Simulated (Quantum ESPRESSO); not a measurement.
# Si3C (P6/mmm) in Quantum ESPRESSO: a series of runs

The runs below take Si3C through phonons, with LDA, PBE.

Program: Quantum ESPRESSO 7.5. These are calculated values, not measurements. Logs are shortened: lines on timing, memory, paths and dates and some standing lists are left out, and cuts for length are marked.

## Step 1: The crystal as given

Symmetry: P6/mmm, No. 191, hexagonal system. Conventional cell: a = 4.915 Å, b = 4.915 Å, c = 2.433 Å, α = 90.00°, β = 90.00°, γ = 120.00°. Si (site symmetry mmm) has 6 Si at 2.43 to 2.46 Å and 2 C at 2.46 Å as nearest neighbours. Around C (site symmetry 6/mmm) lie 2 C at 2.43 Å and 6 Si at 2.46 Å.

The cell was built by a generator and needn't be a form met in nature.

## Step 2: Phonons, LDA

pw.in

```
&CONTROL
  calculation = 'scf'
  prefix = 'pwscf'
  outdir = './tmp'
  pseudo_dir = './pseudo'
  tprnfor = .true.
  tstress = .true.
  disk_io = 'low'
/
&SYSTEM
  ibrav = 0
  celldm(1) = 8
  nat = 4
  ntyp = 2
  ecutwfc = 45
  ecutrho = 360
  nbnd = 14
  occupations = 'smearing'
  smearing = 'mv'
  degauss = 0.01469973
/
&ELECTRONS
  conv_thr = 8d-10
  electron_maxstep = 120
  mixing_beta = 0.5
/
ATOMIC_SPECIES
Si    28.0850 si_lda_v1.uspp.F.UPF
C     12.0110 c_lda_v1.2.uspp.F.UPF
CELL_PARAMETERS alat
  1.1609532446638   0.0000000000000   0.0000000000000
 -0.5804766223319   1.0054146116612   0.0000000000000
  0.0000000000000   0.0000000000000   0.5747389413860
ATOMIC_POSITIONS crystal
Si     0.5000000000    0.0000000000    0.5000000000
Si     0.0000000000    0.5000000000    0.5000000000
Si     0.5000000000    0.5000000000    0.5000000000
C      0.0000000000    0.0000000000    0.5000000000
K_POINTS automatic
6 6 11 0 0 0
```

relax.in

```
&CONTROL
  calculation = 'vc-relax'
  prefix = 'pwscf'
  outdir = './tmp'
  pseudo_dir = './pseudo'
  tprnfor = .true.
  tstress = .true.
  disk_io = 'low'
  nstep = 40
  forc_conv_thr = 0.0001
  etot_conv_thr = 1d-06
/
&SYSTEM
  ibrav = 0
  celldm(1) = 8
  nat = 4
  ntyp = 2
  ecutwfc = 45
  ecutrho = 360
  nbnd = 14
  occupations = 'smearing'
  smearing = 'mv'
  degauss = 0.01469973
/
&ELECTRONS
  conv_thr = 8d-10
  electron_maxstep = 120
  mixing_beta = 0.5
/
&IONS
  ion_dynamics = 'bfgs'
/
&CELL
  cell_dynamics = 'bfgs'
  press = 0
  press_conv_thr = 0.2
/
ATOMIC_SPECIES
Si    28.0850 si_lda_v1.uspp.F.UPF
C     12.0110 c_lda_v1.2.uspp.F.UPF
CELL_PARAMETERS alat
  1.1609532446638   0.0000000000000   0.0000000000000
 -0.5804766223319   1.0054146116612   0.0000000000000
  0.0000000000000   0.0000000000000   0.5747389413860
ATOMIC_POSITIONS crystal
Si     0.5000000000    0.0000000000    0.5000000000
Si     0.0000000000    0.5000000000    0.5000000000
Si     0.5000000000    0.5000000000    0.5000000000
C      0.0000000000    0.0000000000    0.5000000000
K_POINTS automatic
6 6 11 0 0 0
```

scf2.in

```
&CONTROL
  calculation = 'scf'
  prefix = 'pwscf'
  outdir = './tmp'
  pseudo_dir = './pseudo'
  tprnfor = .true.
  tstress = .true.
  disk_io = 'low'
/
&SYSTEM
  ibrav = 0
  celldm(1) = 8
  nat = 4
  ntyp = 2
  ecutwfc = 45
  ecutrho = 360
  nbnd = 14
  occupations = 'smearing'
  smearing = 'mv'
  degauss = 0.01469973
/
&ELECTRONS
  conv_thr = 1d-13
  electron_maxstep = 120
  mixing_beta = 0.5
  startingpot = 'file'
  startingwfc = 'file'
/
ATOMIC_SPECIES
Si    28.0850 si_lda_v1.uspp.F.UPF
C     12.0110 c_lda_v1.2.uspp.F.UPF
CELL_PARAMETERS alat
  1.1427575987644   0.0000000000068   0.0000000000000
 -0.5713787993881   0.9896571108943   0.0000000000000
  0.0000000000000   0.0000000000000   0.5670269969449
ATOMIC_POSITIONS crystal
Si     0.5000000000    0.0000000000    0.5000000000
Si     0.0000000000    0.5000000000    0.5000000000
Si     0.5000000000    0.5000000000    0.5000000000
C      0.0000000000    0.0000000000    0.5000000000
K_POINTS automatic
6 6 11 0 0 0
```

ph.in

```
phonons of Si3C
&INPUTPH
  prefix = 'pwscf'
  outdir = './tmp'
  tr2_ph = 1d-18
  fildyn = 'dyn'
  niter_ph = 90
  alpha_mix(1) = 0.4
/
0.0000000000 0.0000000000 0.0000000000
```

dynmat.in

```
&INPUT
  fildyn = 'dyn'
  asr = 'crystal'
  filout = 'dynmat.disp'
  fileig = 'dynmat.eig'
/
```

Potentials or basis: GBRV 1.5 LDA.

Launch:

```
$ OMP_NUM_THREADS=1 mpirun -n 4 pw.x -nk 4 -in pw.in > pw.out
$ OMP_NUM_THREADS=1 mpirun -n 4 pw.x -nk 4 -in relax.in > relax.out
$ OMP_NUM_THREADS=1 mpirun -n 4 pw.x -nk 4 -in scf2.in > scf2.out
$ OMP_NUM_THREADS=1 mpirun -n 4 ph.x -nk 4 -in ph.in > ph.out
$ OMP_NUM_THREADS=1 mpirun -n 1 dynmat.x -in dynmat.in > dynmat.out
```

pw.out:

```text
This program is part of the open-source Quantum ESPRESSO suite
     for quantum simulation of materials; please cite
[... 6 lines left out ...]
     using ibrav=0 with symmetry is DISCOURAGED, use correct ibrav instead

     K-points division:     npool     =       4
     Subspace diagonalization in iterative solution of the eigenvalue problem:
     a serial algorithm will be used

     G-vector sticks info
     --------------------
     sticks:   dense  smooth     PW     G-vecs:    dense   smooth      PW
     Sum        2149    1069    337                39567    13939    2447

     Using Slab Decomposition

     bravais-lattice index     =            0
     lattice parameter (alat)  =       8.0000  a.u.
     unit-cell volume          =     343.4793 (a.u.)^3
     number of atoms/cell      =            4
     number of atomic types    =            2
     number of electrons       =        16.00
     number of Kohn-Sham states=           14
     kinetic-energy cutoff     =      45.0000  Ry
     charge density cutoff     =     360.0000  Ry
     scf convergence threshold =      8.0E-10
     mixing beta               =       0.5000
     number of iterations used =            8  plain     mixing
     Exchange-correlation= SLA  PZ   NOGX NOGC
                           (   1   1   0   0   0   0   0)

     celldm(1)=   8.000000  celldm(2)=   0.000000  celldm(3)=   0.000000
     celldm(4)=   0.000000  celldm(5)=   0.000000  celldm(6)=   0.000000

     crystal axes: (cart. coord. in units of alat)
               a(1) = (   1.160953   0.000000   0.000000 )
               a(2) = (  -0.580477   1.005415   0.000000 )
               a(3) = (   0.000000   0.000000   0.574739 )

     reciprocal axes: (cart. coord. in units 2 pi/alat)
               b(1) = (  0.861361  0.497307 -0.000000 )
               b(2) = (  0.000000  0.994615  0.000000 )
               b(3) = (  0.000000 -0.000000  1.739920 )

     PseudoPot. # 1 for Si read from file:
     si_lda_v1.uspp.F.UPF
     Pseudo is Ultrasoft + core correction, Zval =  4.0
     Generated by new atomic code, or converted to UPF format
     Using radial grid of  899 points,  6 beta functions with:
                l(1) =   0
                l(2) =   0
                l(3) =   1
                l(4) =   1
                l(5) =   2
                l(6) =   2
     Q(r) pseudized with  8 coefficients,  rinner =    0.900   0.900   0.900
                                                       0.900   0.900

     PseudoPot. # 2 for C  read from file:
     c_lda_v1.2.uspp.F.UPF
     Pseudo is Ultrasoft + core correction, Zval =  4.0
     Generated by new atomic code, or converted to UPF format
     Using radial grid of  721 points,  4 beta functions with:
                l(1) =   0
                l(2) =   0
                l(3) =   1
                l(4) =   1
     Q(r) pseudized with  8 coefficients,  rinner =    1.100   1.100   1.100

     atomic species   valence    mass     pseudopotential
     Si                4.00    28.08500     Si( 1.00)
     C                 4.00    12.01100     C ( 1.00)

     24 Sym. Ops., with inversion, found

   Cartesian axes

     site n.     atom                  positions (alat units)
         1        Si     tau(   1) = (   0.5804766   0.0000000   0.2873695  )
         2        Si     tau(   2) = (  -0.2902383   0.5027073   0.2873695  )
         3        Si     tau(   3) = (   0.2902383   0.5027073   0.2873695  )
         4        C      tau(   4) = (   0.0000000   0.0000000   0.2873695  )

     number of k points=    42  Marzari-Vanderbilt smearing, width (Ry)=  0.0147
                       cart. coord. in units 2pi/alat
        k(    1) = (   0.0000000   0.0000000   0.0000000), wk =   0.0050505
        k(    2) = (   0.0000000   0.0000000   0.1581746), wk =   0.0101010
        k(    3) = (   0.0000000   0.0000000   0.3163492), wk =   0.0101010
        k(    4) = (   0.0000000   0.0000000   0.4745237), wk =   0.0101010
        k(    5) = (   0.0000000   0.0000000   0.6326983), wk =   0.0101010
        k(    6) = (   0.0000000   0.0000000   0.7908729), wk =   0.0101010
[... 34 lines left out ...]
        k(   41) = (   0.2871204   0.4973073   0.6326983), wk =   0.0202020
        k(   42) = (   0.2871204   0.4973073   0.7908729), wk =   0.0202020

     Dense  grid:    39567 G-vectors     FFT dimensions: (  60,  60,  27)

     Smooth grid:    13939 G-vectors     FFT dimensions: (  40,  40,  20)

     Initial potential from superposition of free atoms

     starting charge      15.9982, renormalised to      16.0000
     Starting wfcs are   16 randomized atomic wfcs

     Self-consistent Calculation

     iteration #  1     ecut=    45.00 Ry     beta= 0.50
     Davidson diagonalization with overlap
     ethr =  1.00E-02,  avg # of iterations =  4.2

     Threshold (ethr) on eigenvalues was too large:
     Diagonalizing with lowered threshold

     Davidson diagonalization with overlap
     ethr =  3.69E-04,  avg # of iterations =  2.8

     total energy              =     -40.06467578 Ry
     estimated scf accuracy    <       0.05551094 Ry

     iteration #  2     ecut=    45.00 Ry     beta= 0.50
     Davidson diagonalization with overlap
     ethr =  3.47E-04,  avg # of iterations =  2.1

     total energy              =     -40.06644978 Ry
     estimated scf accuracy    <       0.06545108 Ry

     iteration #  3     ecut=    45.00 Ry     beta= 0.50
     Davidson diagonalization with overlap
     ethr =  3.47E-04,  avg # of iterations =  1.4

     total energy              =     -40.07759162 Ry
     estimated scf accuracy    <       0.00475242 Ry

     iteration #  4     ecut=    45.00 Ry     beta= 0.50
     Davidson diagonalization with overlap
     ethr =  2.97E-05,  avg # of iterations =  1.9

     total energy              =     -40.07803242 Ry
     estimated scf accuracy    <       0.00008667 Ry

     iteration #  5     ecut=    45.00 Ry     beta= 0.50
     Davidson diagonalization with overlap
     ethr =  5.42E-07,  avg # of iterations =  6.2

     total energy              =     -40.07812225 Ry
     estimated scf accuracy    <       0.00000942 Ry

     iteration #  6     ecut=    45.00 Ry     beta= 0.50
     Davidson diagonalization with overlap
     ethr =  5.89E-08,  avg # of iterations =  1.9

     total energy              =     -40.07812369 Ry
     estimated scf accuracy    <       0.00000015 Ry

     iteration #  7     ecut=    45.00 Ry     beta= 0.50
     Davidson diagonalization with overlap
     ethr =  9.30E-10,  avg # of iterations =  4.0

     total energy              =     -40.07812380 Ry
     estimated scf accuracy    <       0.00000012 Ry

     iteration #  8     ecut=    45.00 Ry     beta= 0.50
     Davidson diagonalization with overlap
     ethr =  7.63E-10,  avg # of iterations =  1.3

     total energy              =     -40.07812381 Ry
     estimated scf accuracy    <          3.8E-09 Ry

     iteration #  9     ecut=    45.00 Ry     beta= 0.50
     Davidson diagonalization with overlap
     ethr =  2.38E-11,  avg # of iterations =  3.0

     End of self-consistent calculation

          k = 0.0000 0.0000 0.0000 (  1713 PWs)   bands (ev):

    -4.9314   1.1200   2.3995   2.8653   2.8653   3.3285   3.3285  13.8725
    13.8726  14.0066  16.6179  17.4546  18.4413  19.1056

          k = 0.0000 0.0000 0.1582 (  1707 PWs)   bands (ev):

    -4.7425   1.2745   2.5773   3.0616   3.0616   3.4928   3.4928  12.8675
    13.9628  13.9628  15.5152  17.6165  18.0418  18.2622

          k = 0.0000 0.0000 0.3163 (  1744 PWs)   bands (ev):

    -4.1808   1.7292   3.1044   3.6474   3.6474   3.9745   3.9745  10.3271
    13.5903  14.2001  14.2001  16.5516  16.5516  18.0991

          k = 0.0000 0.0000 0.4745 (  1762 PWs)   bands (ev):

    -3.2648   2.4457   3.9553   4.6129   4.6129   4.7295   4.7295   7.5970
    11.5590  14.2887  14.2887  14.4357  14.4357  15.6519

          k = 0.0000 0.0000 0.6327 (  1768 PWs)   bands (ev):

    -2.0519   3.2265   5.0463   5.2600   5.6353   5.6353   5.9397   5.9397
     9.6453  11.9027  11.9027  13.0293  14.1336  14.1336

          k = 0.0000 0.0000 0.7909 (  1762 PWs)   bands (ev):

    -0.8071   2.7215   4.7728   6.0506   6.3644   6.3644   7.5757   7.5757
     8.2238   9.6996   9.6996  11.2551  13.2236  13.2236

          k = 0.0000 0.1658 0.0000 (  1729 PWs)   bands (ev):

    -4.7179   0.1591   1.0913   2.0288   3.7917   4.5610   5.4066  12.3548
    13.2200  14.0348  15.8221  16.5881  18.1708  19.1429

          k = 0.0000 0.1658 0.1582 (  1727 PWs)   bands (ev):

    -4.5293   0.3291   1.2705   2.2152   3.9604   4.7328   5.5751  12.4444
    12.9803  13.3141  15.4289  15.9168  17.7970  18.6761

          k = 0.0000 0.1658 0.3163 (  1742 PWs)   bands (ev):

    -3.9686   0.8300   1.8056   2.7677   4.4556   5.2386   6.0679  10.4769
    12.7817  13.4228  13.5287  15.9784  16.0485  18.1007

          k = 0.0000 0.1658 0.4745 (  1750 PWs)   bands (ev):

    -3.0547   1.6266   2.6835   3.6617   5.2228   6.0409   6.8107   7.8253
    11.2991  12.8431  13.3401  13.9054  15.0657  16.7848

          k = 0.0000 0.1658 0.6327 (  1766 PWs)   bands (ev):

    -1.8461   2.6026   3.8415   4.8231   5.1721   6.3833   7.0346   7.6839
     9.3632  11.0168  11.6724  13.6540  14.5838  14.5902

          k = 0.0000 0.1658 0.7909 (  1759 PWs)   bands (ev):

    -0.6109   2.8669   3.9678   5.2133   5.9469   7.1602   7.4150   7.9173
     8.1128   9.9779  10.2555  12.2582  13.7778  14.0858

          k = 0.0000 0.3315 0.0000 (  1745 PWs)   bands (ev):

    -4.0795  -1.5750   0.4819   1.4052   5.4278   6.3478   8.2634   9.9260
    11.1082  14.0929  14.5955  15.3993  18.0258  19.1844

          k = 0.0000 0.3315 0.1582 (  1741 PWs)   bands (ev):

    -3.8920  -1.3934   0.6563   1.5920   5.5883   6.5100   8.4034  10.0643
    11.2427  13.1261  14.4268  15.5014  16.5107  18.3451
[... 93 lines left out ...]
    -2.7060  -1.4632  -0.2316   3.4846   5.8914   8.2038   9.2059  10.1530
    11.2549  11.8035  12.5736  14.0371  14.9683  15.6673

          k = 0.1436 0.4144 0.4745 (  1756 PWs)   bands (ev):

    -1.8111  -0.5749   0.6604   4.3340   6.6283   8.6271   8.7316   9.3939
     9.7501  11.1924  12.4697  12.9693  14.7151  15.7671

          k = 0.1436 0.4144 0.6327 (  1753 PWs)   bands (ev):

    -0.6492   0.6061   1.8600   5.3658   6.2725   7.2437   7.6923   8.2512
     9.6061  11.2502  12.6078  13.2095  14.0199  15.6533

          k = 0.1436 0.4144 0.7909 (  1759 PWs)   bands (ev):

     0.4618   1.8929   3.1898   4.2374   5.4119   6.5038   6.7800   8.5707
     9.3337  11.3405  12.7154  13.7542  14.4382  14.6961

          k = 0.2871 0.4973 0.0000 (  1752 PWs)   bands (ev):

    -2.4428  -2.3741  -2.3741   4.2557   5.4580   5.4580  10.8793  10.8793
    11.6803  12.7017  13.2693  13.2693  14.1368  19.9394

          k = 0.2871 0.4973 0.1582 (  1758 PWs)   bands (ev):

    -2.2768  -2.1800  -2.1800   4.4304   5.6216   5.6216  10.9136  10.9136
    11.8156  12.8711  13.3636  13.3636  13.3821  17.5189

          k = 0.2871 0.4973 0.3163 (  1743 PWs)   bands (ev):

    -1.7865  -1.6010  -1.6010   4.9466   6.1004   6.1004  10.7496  10.7496
    11.4754  12.3054  13.3522  13.3522  13.3713  15.3688

          k = 0.2871 0.4973 0.4745 (  1752 PWs)   bands (ev):

    -1.0024  -0.6497  -0.6497   5.7626   6.8458   6.8458   9.3627   9.3627
     9.3876  12.7314  13.0881  13.0881  14.1689  15.4320

          k = 0.2871 0.4973 0.6327 (  1767 PWs)   bands (ev):

    -0.0143   0.6381   0.6381   6.4459   7.0458   7.0458   7.8021   7.8021
     7.8464  12.1900  13.4665  13.4665  15.1629  15.3551

          k = 0.2871 0.4973 0.7909 (  1776 PWs)   bands (ev):

     0.8686   2.0771   2.0771   5.0511   5.0511   5.5599   8.4836   8.4836
     8.7339  10.5359  14.0915  14.0915  15.2317  15.2317

     the Fermi energy is     9.8513 ev

!    total energy              =     -40.07812381 Ry
     estimated scf accuracy    <          4.2E-10 Ry
     smearing contrib. (-TS)   =       0.00002745 Ry
     internal energy E=F+TS    =     -40.07815126 Ry

     The total energy is F=E-TS. E is the sum of the following terms:
     one-electron contribution =      16.33883281 Ry
     hartree contribution      =       1.49019275 Ry
     xc contribution           =     -16.46496126 Ry
     ewald contribution        =     -41.44221556 Ry

     convergence has been achieved in   9 iterations

     Forces acting on atoms (cartesian axes, Ry/au):

     atom    1 type  1   force =     0.00000000    0.00000000   -0.00000000
     atom    2 type  1   force =    -0.00000000   -0.00000000    0.00000000
     atom    3 type  1   force =    -0.00000000   -0.00000000    0.00000000
     atom    4 type  2   force =     0.00000000    0.00000000    0.00000000

     Total force =     0.000000     Total SCF correction =     0.000000

     Computing stress (Cartesian axis) and pressure

          total   stress  (Ry/bohr**3)                   (kbar)     P=      -56.43
  -0.00039958  -0.00000000   0.00000000          -58.78       -0.00        0.00
  -0.00000000  -0.00039958   0.00000000           -0.00      -58.78        0.00
   0.00000000   0.00000000  -0.00035158            0.00        0.00      -51.72

=------------------------------------------------------------------------------=
   JOB DONE.
=------------------------------------------------------------------------------=
```

Run time: 1.9 min. Hardware: 4 MPI ranks of Intel Xeon 6975P-C (Granite Rapids), shared host; peak memory 0.4 GiB.

What came out:

| Property | Result |
| --- | --- |
| Free energy | -545.3316 eV |
| Relaxed volume | 12.16 Å³/atom |
| Relaxed cell | a = 4.838 Å, b = 4.838 Å, c = 2.400 Å, α = 90.00°, β = 90.00°, γ = 120.00° |
| Space group after relaxing (to 0.05 Å) | P6/mmm (No. 191) |
| Pressure after relaxing | 0.0 GPa |
| Band gap on the k mesh | none (metal or under the smearing width) |
| Highest phonon frequency at Γ | 558 cm⁻¹ |
| Most unstable mode | 299i cm⁻¹ |

Step by step:
```
step  energy change (eV)  largest force (eV/Å)  pressure (GPa)  volume (Å³)
   1              0.0000                0.0000           -5.64        50.90
   2             -0.0359                0.0000           -2.18        49.45
   3             -0.0413                0.0000            0.21        48.58
   4             -0.0414                0.0000           -0.01        48.66
   5             -0.0414                0.0000            0.00        48.65
```

Final structure:
```xyz
4
Lattice="4.8378 0.0000 0.0000 -2.4189 4.1896 0.0000 0.0000 0.0000 2.4005" Properties=species:S:1:pos:R:3 pbc="T T T"
Si    2.4189    0.0000    1.2002
Si   -1.2094    2.0948    1.2002
Si    1.2094    2.0948    1.2002
C     0.0000    0.0000    1.2002
```

Phonon frequencies in cm⁻¹ (negative: imaginary):
```csv
q point,frequencies
"(0.000, 0.000, 0.000)",-299 -299 -274 -8 -7 -7 104 104 324 331 331 558
```

Optical modes at Γ, degenerate ones joined:
```
cm⁻¹  components  symmetry  active in
299i           2       E1u         IR
274i           1       B1u     silent
 104           2       E2u     silent
 324           1       A2u         IR
 331           2       E1u         IR
 558           1       B2u     silent
```

Caveat: the mesh is thin for the phonons of a metal; some modes are imaginary.

[end of part 1 of 2]
